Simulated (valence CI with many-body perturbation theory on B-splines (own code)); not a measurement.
# Levels and ionisation energy of Lu⁶⁶⁺

What does CI with core correlation give for the spectrum of Lu⁶⁶⁺? Levels and ionisation energy come from one run, set against NIST.

Program: an in-house CI+MBPT code version 3. Level of theory: configuration interaction of the valence electrons, many-body perturbation theory for a frozen closed Dirac-Fock core, no-pair Dirac Hamiltonian, B-spline basis. These are calculated values, not measurements, unless marked.

## (1) The atom as given

```
element                                      : lutetium (Z = 71, A = 175)
charge                                       : +66
frozen core                                  : [He]
start configuration of the valence electrons : 2s2 2p1
nuclear rms radius                           : 5.3700 fm
```

## (2) The run

Settings, as recorded:

```ini
atom Lu  Z=71  mass_number=175  rms_radius_fm=5.3700
core [He]
valence 2s2 2p1
avg = 1
basis = L
breit = 1
cap = 40000
capref = 1200
cscale = 1
de = 0.0
dress = 0
eps = 2e-08
h = 0.27
hh = 1
l2 = 3
lcore = 6
maxit = 60
n2 = 5
natural = 1
nlev = 60
nno = [7, 7, 6, 5, 4, 2, 1]
nroot = 26
nsp = [4, 4, 3, 2, 1, 0, 0]
pt2 = 1
qed = 1
rpa = 1
s1 = 1
s2 = 1
s3 = 1
screen = 1
tol = 2e-05
```

Run with:

```console
> python run_cv.py task.json out
```

task.json holds these settings.

What does the calculation give? Wanted: for each run, computed; tabulated.

The runs gave:

| quantity | computed | tabulated |
| --- | --- | --- |
| lowest level | 2s2 2p ²P° 1/2 | 2p ²P°1/2 |
| first excitation | 2s 2p2 ⁴P 1/2, 252.55 eV | - |
| ionisation energy, to 2s2 ¹S J = 0 | 17112 eV | 17120 ± 40 eV (tabulated theoretical) |
| dipole polarisability of the lowest level | 0.0001869 bohr³ | - |
| hyperfine A/(μ/I) of the lowest level | 6344510 MHz | - |
| no level missing from the run's list below | 12960.7 eV | - |

The ionisation energy is 7.6 eV (0.04 %) below the NIST entry, whose uncertainty is 40 eV. Of the added terms Breit moves the ionisation energy most, by -28.9 eV. The lowest level is 100 % 2s2 2p. Cautions: by estimate large intervals hold to a few tenths of a per cent, small ones and the rates on them less well.
